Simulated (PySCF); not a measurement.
# [Nd(H2O)2]2+: shape, vibrations and bonding

Task: relax [Nd(H2O)2]2+, compute its harmonic modes and analyse its electrons. It is a constructed species; whether it can be made isn't addressed.

Method: PBE0, Nd lcecp-0-SVP with ECP50, O def2-SVP, H def2-SVP; scalar-relativistic core potentials, no spin–orbit coupling; program: PySCF 2.14.0.

1 further run of the same task is left out (for a known fault of the program).

### 1 The starting structure

7 atoms, charge 2, spin multiplicity 1.

Bond lengths: Nd1–O2 2.683 Å, Nd1–O5 2.683 Å, O2–H3 0.970 Å, O2–H4 0.970 Å, O5–H6 0.970 Å, O5–H7 0.970 Å. Angles: O2–Nd1–O5 180.0°, Nd1–O2–H3 127.5°, Nd1–O2–H4 127.5°, H3–O2–H4 105.1°, Nd1–O5–H6 127.5°, Nd1–O5–H7 127.5°, H6–O5–H7 105.1°.

Coordinates:

```xyz
7

Nd    0.00000    0.00000    0.00000
O     0.00000    0.00000    2.68250
H     0.54450    0.54450    3.27250
H    -0.54450   -0.54450    3.27250
O     0.00000    0.00000   -2.68250
H     0.54450   -0.54450   -3.27250
H    -0.54450    0.54450   -3.27250
```

Formal oxidation states: Nd +2. Each metal's 4 4f electrons lie in its core potential, so multiplicities, spins and levels count the valence alone.

### 2 SCF at the start, singlet

run.py (the lines that set the calculation)

```python
mol = gto.M(atom='''
Nd     0.00000     0.00000     0.00000
O      0.00000     0.00000     2.68250
H      0.54450     0.54450     3.27250
H     -0.54450    -0.54450     3.27250
O      0.00000     0.00000    -2.68250
H      0.54450    -0.54450    -3.27250
H     -0.54450     0.54450    -3.27250''',
    basis={'Nd': 'lcecp-0-SVP', 'O': 'def2-SVP', 'H': 'def2-SVP'},
    ecp={'Nd': 'lcecp-0-SVP'},
    charge=2, spin=0)
mf = dft.RKS(mol, xc='PBE0')
mf.grids.atom_grid = (50, 194)  # f atoms: unpruned, at least (60, 302)
mf = mf.density_fit()  # fitting sets: Nd AutoAux, O def2-universal-JKFIT, H def2-universal-JKFIT
mf.conv_tol = 1e-08; mf.max_cycle = 55
mf.kernel(dm0)  # dm0: free metal ions and neutral atoms
```

The run is started by

```sh
OMP_NUM_THREADS=2 python run.py
```

Standard output:

```text
init E= -179.73637323169
cycle= 1 E= -179.676847483842  delta_E= 0.0595  |g|= 0.972  |ddm|= 1.99
cycle= 2 E= -179.511050544192  delta_E= 0.166  |g|= 1.35  |ddm|= 1.41
cycle= 3 E= -179.851771082199  delta_E= -0.341  |g|= 0.0766  |ddm|= 0.881
cycle= 4 E= -179.852914568006  delta_E= -0.00114  |g|= 0.00458  |ddm|= 0.0525
cycle= 5 E= -179.852918708264  delta_E= -4.14e-06  |g|= 0.000739  |ddm|= 0.0041
cycle= 6 E= -179.852918827018  delta_E= -1.19e-07  |g|= 4.05e-05  |ddm|= 0.000663
cycle= 7 E= -179.852918827636  delta_E= -6.17e-10  |g|= 6.06e-06  |ddm|= 6.33e-05
Extra cycle  E= -179.852918827638  delta_E= -2.07e-12  |g|= 6.38e-06  |ddm|= 8.27e-06
converged SCF energy = -179.852918827638
```

It took 2 s on 2 threads of Arm Neoverse V1, shared host; peak memory 0.48 GiB.

Result: E = -179.852919 Eh, frontier levels not given, since the 4f levels lie in the core, Mulliken charge on Nd1 +1.63 e. 

### 3 Relaxation, singlet

Steps are kept in the start's point group, D2d.

Edit run.py (the lines that set the calculation) of step 2 so:

```diff
@@ -15,2 +15,3 @@
 mf.conv_tol = 1e-08; mf.max_cycle = 55
-mf.kernel(dm0)  # dm0: free metal ions and neutral atoms
+mf.kernel(dm0)  # dm0: an SCF of this state at this start
+# quasi-Newton relaxation in Cartesian coordinates to a largest gradient under 0.00045 Eh/bohr, steps kept in the point group
```

The run is started by

```sh
OMP_NUM_THREADS=2 python run.py
```

The driver keeps no SCF log for this step, only its results.

It took 11 s on 2 threads of Arm Neoverse V1, shared host.

The steps of the relaxation:

```tsv
step	energy from step 1 (eV)	largest force component (eV/Å)
1	0.0000	0.8687
2	-0.0414	0.4329
3	-0.0964	0.3075
4	-0.1038	0.2156
5	-0.1060	0.0018
```

Distances of close pairs at the start and the end, largest changes first:

```tsv
bond	before (Å)	after (Å)	change (Å)
Nd1–O2	2.683	2.532	-0.151
Nd1–O5	2.683	2.532	-0.151
O2–H3	0.970	0.974	+0.004
O2–H4	0.970	0.974	+0.004
O5–H6	0.970	0.974	+0.004
O5–H7	0.970	0.974	+0.004
```

It ends in D2d at E = -179.856815 Eh.

```
Nd    0.0000    0.0000    0.0000
O     0.0000    0.0000    2.5317
H     0.5397    0.5397    3.1365
H    -0.5397   -0.5397    3.1365
O     0.0000    0.0000   -2.5317
H     0.5397   -0.5397   -3.1365
H    -0.5397    0.5397   -3.1365
```

### 4 Harmonic vibrations

run.py (the lines that set the calculation)

```python
mol = gto.M(atom='''
Nd     0.00000     0.00000     0.00000
O      0.00000     0.00000     2.53169
H      0.53972     0.53972     3.13651
H     -0.53972    -0.53972     3.13651
O      0.00000     0.00000    -2.53169
H      0.53972    -0.53972    -3.13651
H     -0.53972     0.53972    -3.13651''',
    basis={'Nd': 'lcecp-0-SVP', 'O': 'def2-SVP', 'H': 'def2-SVP'},
    ecp={'Nd': 'lcecp-0-SVP'},
    charge=2, spin=0)
mf = dft.RKS(mol, xc='PBE0')
mf.grids.atom_grid = (50, 194)  # f atoms: unpruned, at least (60, 302)
mf = mf.density_fit()  # fitting sets: Nd AutoAux, O def2-universal-JKFIT, H def2-universal-JKFIT
mf.conv_tol = 1e-10; mf.max_cycle = 55
mf.kernel(dm0)  # dm0: the density of the relaxed state
# Hessian and dipole derivatives by central differences of gradients, 0.02 bohr
```

The run is started by

```sh
OMP_NUM_THREADS=2 python run.py
```

No log is kept here; the results follow.

Wall time 25 s (2 threads of Arm Neoverse V1, shared host).

Point group D2d; negative numbers are unstable modes, and those under 60 cm⁻¹ are near the numerical noise:

```tsv
cm⁻¹	km/mol	symmetry
-25	2.1	e
-25	2.1	e
115	0.0	b1
292	0.0	a1
300	32.5	b2
521	45.1	e
521	45.1	e
555	382.6	e
555	382.6	e
1682	212.8	b2
1684	0.0	a1
3756	479.2	b2
3759	0.0	a1
3814	267.9	e
3814	267.9	e
```

### 5 Properties on a finer grid

Edit run.py (the lines that set the calculation) of step 4 so:

```diff
@@ -12,6 +12,5 @@
 mf = dft.RKS(mol, xc='PBE0')
-mf.grids.atom_grid = (50, 194)  # f atoms: unpruned, at least (60, 302)
+mf.grids.atom_grid = (75, 302)  # f atoms: unpruned, at least (60, 302)
 mf = mf.density_fit()  # fitting sets: Nd AutoAux, O def2-universal-JKFIT, H def2-universal-JKFIT
-mf.conv_tol = 1e-10; mf.max_cycle = 55
+mf.conv_tol = 1e-09; mf.max_cycle = 55
 mf.kernel(dm0)  # dm0: the density of the relaxed state
-# Hessian and dipole derivatives by central differences of gradients, 0.02 bohr
```

The run is started by

```sh
OMP_NUM_THREADS=2 python run.py
```

Standard output:

```text
init E= -179.85680730729
cycle= 1 E= -179.85680730773  delta_E= -4.39e-10  |g|= 8.31e-06  |ddm|= 7.69e-05
Extra cycle  E= -179.856807307724  delta_E= 5.63e-12  |g|= 1.09e-05  |ddm|= 1.31e-05
converged SCF energy = -179.856807307724
```

Wall time 6.8 s (2 threads of Arm Neoverse V1, shared host).

Read off: E = -179.856807 Eh, frontier levels not given, since the 4f levels lie in the core, Mulliken charge on Nd1 +1.60 e, largest force component 0.002 eV/Å. 

Löwdin charges:

```tsv
atom	value (e)
Nd1	1.50
O2	-0.06
H3	0.16
H4	0.16
O5	-0.06
H6	0.16
H7	0.16
```

Mulliken charges: Nd1 +1.60, O2 -0.34, H3 +0.27, H4 +0.27, O5 -0.34, H6 +0.27, H7 +0.27 e.

Contacts (the nearest donor of each ligand) and Mayer bond orders:

```tsv
contact	distance (Å)	bond order
Nd1–O2 (H2O)	2.532	0.35
Nd1–O5 (H2O)	2.532	0.35
```

Mulliken populations of Nd1 outside the core potential: s 2.06, p 6.06, d 0.26, f 0.01.

### 6 Results

```
                                              quantity                                                           value
                                 state and point group                                     singlet in the valence, D2d
                                                 modes                                    -25 to 3814 cm⁻¹, 2 unstable
strongest infrared band (modes within 1.5 cm⁻¹ summed)                                           555 cm⁻¹ (765 km/mol)
                                 metal–ligand contacts                                                          2.53 Å
                                       frontier levels  frontier levels not given, since the 4f levels lie in the core
                       dipole about the centre of mass                                                          0.00 D
                                   mean polarisability                                                          3.4 Å³
```

In words: At the final geometry 2 modes are unstable, within the noise, so a saddle point isn't shown. The metal carries +1.50 e by Löwdin's partition against a formal +2, and bond orders to the nearest donors reach 0.35. Both measures hang on the basis. One start shape was tried, so another isomer may lie lower. The bases are small and lack diffuse functions. Spin–orbit coupling is left out.
